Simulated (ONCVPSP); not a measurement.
**Copper: generating and testing an ONCV potential**

Task: generate the file, and judge it by its errors in other configurations, its logarithmic derivatives, its ghosts and its cutoff.

Program: ONCVPSP 4.0.1. Reference atom: PBE, non-relativistic, spherical and spin-unpolarised. All values are calculated.

## (1) The design

Typed settings, in words:

| Quantity | Value |
| --- | --- |
| element | copper (Cu, Z = 29) |
| type | optimised norm-conserving Vanderbilt (ONCV) |
| frozen core | [Ar] |
| valence charge | 11 |
| reference configuration | 3d9 4s2 |
| partial waves | 4s: rc 2.05 bohr, ncon 4, nbas 9, qcut 2.7 1/bohr, 2 projectors, debl 2.2 Ha; p scattering state at 0.02 Ha: rc 1.75 bohr, ncon 4, nbas 7, qcut 3.8 1/bohr, 2 projectors, debl 3.2 Ha; 3d: rc 0.85 bohr, ncon 3, nbas 8, qcut 19.6 1/bohr, local; f scattering state at 0.07 Ha: rc 1.55 bohr, ncon 4, nbas 6, qcut 7.8 1/bohr, 3 projectors, debl 1.2 Ha |
| local potential | the d channel |
| core correction | Teter function, fcfact 5, rcfact 1.3 |

An earlier all-electron run gives the scale for the radii.

All-electron outer shells of the reference configuration (PBE, non-relativistic, ld1.x):

```tsv
shell	level (eV)	outermost node (bohr)	outermost maximum (bohr)
3p	-76.46	0.26	0.62
3d	-9.90	–	0.60
4s	-5.68	0.89	2.19
4p	-1.21	0.97	3.14
```

## (2) Generation

Cu.dat reads:

```
# ATOM AND REFERENCE CONFIGURATION
# atsym  z   nc   nv     iexc    psfile
  Cu 29.00    5    2        4      upf
#
#   n    l    f
    1    0    2.00
    2    0    2.00
    2    1    6.00
    3    0    2.00
    3    1    6.00
    3    2    9.00
    4    0    2.00
#
# PSEUDOPOTENTIAL AND OPTIMIZATION
# lmax
    3
#
#   l,   rc,      ep,       ncon, nbas, qcut
    0    2.05    0.00    4    9    2.70
    1    1.75    0.02    4    7    3.80
    2    0.85    0.00    3    8   19.60
    3    1.55    0.07    4    6    7.80
#
# LOCAL POTENTIAL
# lloc, lpopt,  rc(5),   dvloc0
    2    5    0.85    0.00
#
# VANDERBILT-KLEINMAN-BYLANDER PROJECTORs
# l, nproj, debl
    0    2    2.20
    1    2    3.20
    2    0    2.30
    3    3    1.20
#
# MODEL CORE CHARGE
# icmod, fcfact, rcfact
    3    5.00    1.30
#
# LOG DERIVATIVE ANALYSIS
# epsh1, epsh2, depsh
   -2.00    5.00    0.02
#
# OUTPUT GRID
# rlmax, drl
    6.00    0.01
#
# TEST CONFIGURATIONS
# ncnf
    4
# nvcnf
#   n    l    f
    2
    3    2   10.00
    4    0    1.00
#
    2
    3    2   10.00
    4    0    0.00
#
    2
    3    2    9.00
    4    0    0.00
#
    2
    3    2    8.00
    4    0    0.00
#
```

Launch:

```
$ oncvpspnr.x < Cu.dat > Cu.out
```

Before running it: what results should come out? Wanted: cutoffs for 1 and 0.1 mHa per electron, occupied waves; bound ghosts; GHOST(+) flags; largest test error; largest phase difference near zero energy, channels read; rms error of d²Exc/dn², without and with the model core.

**Answer**, as computed:

| quantity | value |
| --- | --- |
| cutoffs for 1 and 0.1 mHa per electron, occupied waves | 133 Ha and 153 Ha |
| bound ghosts | s at -436.70 eV, p at -73.60 eV, f at -38.81 eV |
| GHOST(+) flags | s at 94 eV, p at 1407 eV, f at 966 eV |
| largest test error (AE − PS) | -145 meV, for 3d10 4s0 |
| largest phase difference near zero energy, channels read | 0.002 rad |
| rms error of d²Exc/dn², without and with the model core | 9.36 and 3.39 mHa |

It has a bound ghost (s, p, f), a state that the atom doesn't have, and that rules the file out. Close by lies the frozen 3p level (-76.5 eV). The worst unpolarised test, 3d10 4s0, is off by 145 meV on 5.5 eV; by total energies transferability rates as poor. The potential is very hard: the looser tolerance needs 133 Ha. At the looser tolerance the 3d wave is the slowest; 4s needs 10 Ha. Near zero energy the phases of the channels with partial waves agree within 0.002 rad. The pseudo curves have a pole with no partner nearby in the atom's: f at -1.43 Ha. The program also flags highly localised states, GHOST(+) (s, p, f). All of this concerns the isolated atom, not yet a solid.
